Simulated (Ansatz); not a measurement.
# Tl: the cost of one run

Program: Ansatz 0.2.0. Level of theory: DFT PBE, scalar-relativistic, plane waves, PAW. These are calculated values, not measurements.

1 further run of the same task is left out (it didn't finish).

**1. The structure to begin with**

The structure is hexagonal, space group P6_3/mmc (No. 194). Conventional cell: a = 3.460 Å, b = 3.460 Å, c = 5.533 Å, α = 90.00°, β = 90.00°, γ = 120.00°. Tl (site symmetry -6m2) is surrounded by 12 Tl at 3.41 to 3.46 Å.

Coordinates:

```
Tl
1.0
     3.46000    0.00000    0.00000
    -1.73000    2.99645    0.00000
     0.00000    0.00000    5.53254
Tl
2
Direct
  0.33333 0.66667 0.75000
  0.66667 0.33333 0.25000
```

(A quick probe on a coarse mesh, which set the mesh and smearing, is not shown.)

**3. Relaxing cell and atoms**

Input file input.yaml:

```yaml
crystal:
  lattice:
    - [3.4600006282, 0.0, 0.0]
    - [-1.7300003141, 2.9964484412, 0.0]
    - [0.0, 0.0, 5.5325410045]
  atoms:
    - { symbol: Tl, position: [0.3333333333, 0.6666666667, 0.75] }
    - { symbol: Tl, position: [0.6666666667, 0.3333333333, 0.25] }
basis:
  ecutwfc: 420
kpoints:
  mp_grid: { grid: [15, 15, 8] }
hamiltonian:
  xc: pbe
scf:
  occupations: { method: gaussian, width: 0.1 }
output:
  forces: true
  stress: true
  eigenvalues: true
  write_density: true
  write_potential: true
  elf: true
  volumetric_format: npy
relax:
  adjacent_minimum: "off"
  f_tol: 0.005
  max_steps: 80
  cell: { stress_tol: 0.05 }
```

Launch:

```bash
$ ansatz run input.yaml --threads 2 --pin off --max-ram 5632MiB --backend cpu --events-out ev --progress --plain --runs-dir out
```

Q: Estimate wall time and peak memory on 2 threads of Arm Neoverse V2, shared host.

About 19 s, with a peak of 0.41 GiB.
